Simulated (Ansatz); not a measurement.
This script makes a frozen displacement of one atom of Li, space group P6_3/mmc with the Python package of Ansatz (0.2.0).

`run_push.py`:
```python
# -*- coding: utf-8 -*-
"""Energy and force of Li as one atom is pushed off its site."""

import ansatz
import numpy as np


def main():
    vectors = np.array([
        [3.034386, 0.0, 0.0],
        [-1.517193, 2.627855, 0.0],
        [0.0, 0.0, 10.216208],
    ])
    crystal = (
        ansatz.Lattice.of(vectors)
        .atom("Li", [0.0, 0.0, 0.0])
        .atom("Li", [1 / 3, 2 / 3, 0.25])
        .atom("Li", [0.0, 0.0, 0.5])
        .atom("Li", [2 / 3, 1 / 3, 0.75])
    )

    inverse = np.linalg.inv(np.array(crystal.lattice.vectors))
    home = np.array(crystal.sites[0].position)
    values = np.linspace(-0.1, 0.1, 5)
    energies, pulls = [], []
    for shift in values:
        moved = crystal.move(0, to=home + shift * inverse[2])
        job = (
            moved.calculation()
            .functional(ansatz.Functional.PBESOL)
            .kpoints(10, 10, 3, center="gamma")
            .occupations("gaussian")
            .forces()
        )
        rep = job.run().report
        energies.append(rep["free_energy_ev"])
        pulls.append(rep["forces_ev_ang"][0][2])

    # the force is minus the slope of the free energy
    print("shift (A)   dE (eV)   force along z (eV/A)")
    for shift, e, f in zip(values, energies, pulls):
        print(f"{shift:8.3f} {e - energies[2]:10.5f} {f:12.4f}")
    print(f"stiffness from energies {2 * np.polyfit(values, energies, 2)[0]:.3f}, from forces {-np.polyfit(values, pulls, 1)[0]:.3f} eV/A^2")


if __name__ == "__main__":
    main()
```

How stiff is this displacement, and do energies and forces agree?

The curvature of the energy gives 1.192 eV/Å² and the slope of the force 1.194 eV/Å², a positive curvature.

The output:

Running `python run_push.py` prints:
```text
DeckWarning: basis.ecutwfc = 420 eV, auto-derived from the records' recommended cutoffs: set by Li (normal level)
shift (A)   dE (eV)   force along z (eV/A)
  -0.100    0.00596       0.1195
  -0.050    0.00149       0.0596
   0.000    0.00000      -0.0000
   0.050    0.00149      -0.0596
   0.100    0.00596      -0.1195
stiffness from energies 1.192, from forces 1.194 eV/A^2
```
(Warnings from the package without file and line.)

Caveats:
- The mesh is modest for a metal, so energies can be off by several to tens of meV an atom and pressures by half a GPa or more; differences at equal mesh fare better.
- In a metal a curvature from energy changes of a few meV or less hangs on mesh and smearing, in size and even in sign.
- This isn't the structure that Li takes at ambient conditions.
- All periodic images of the atom move with it, so the curvature is one diagonal element of the zone-centre force constants and no normal mode; a positive value doesn't exclude soft modes in which several atoms move.
- Wall time of the script: 14 s on 1 thread of Arm Neoverse V1 (shared host), peak memory 0.38 GiB.

(A comment or docstring line of the script was reworded after the run, the code is as it ran; lines on the test bed's own set-up are left out of the output.)
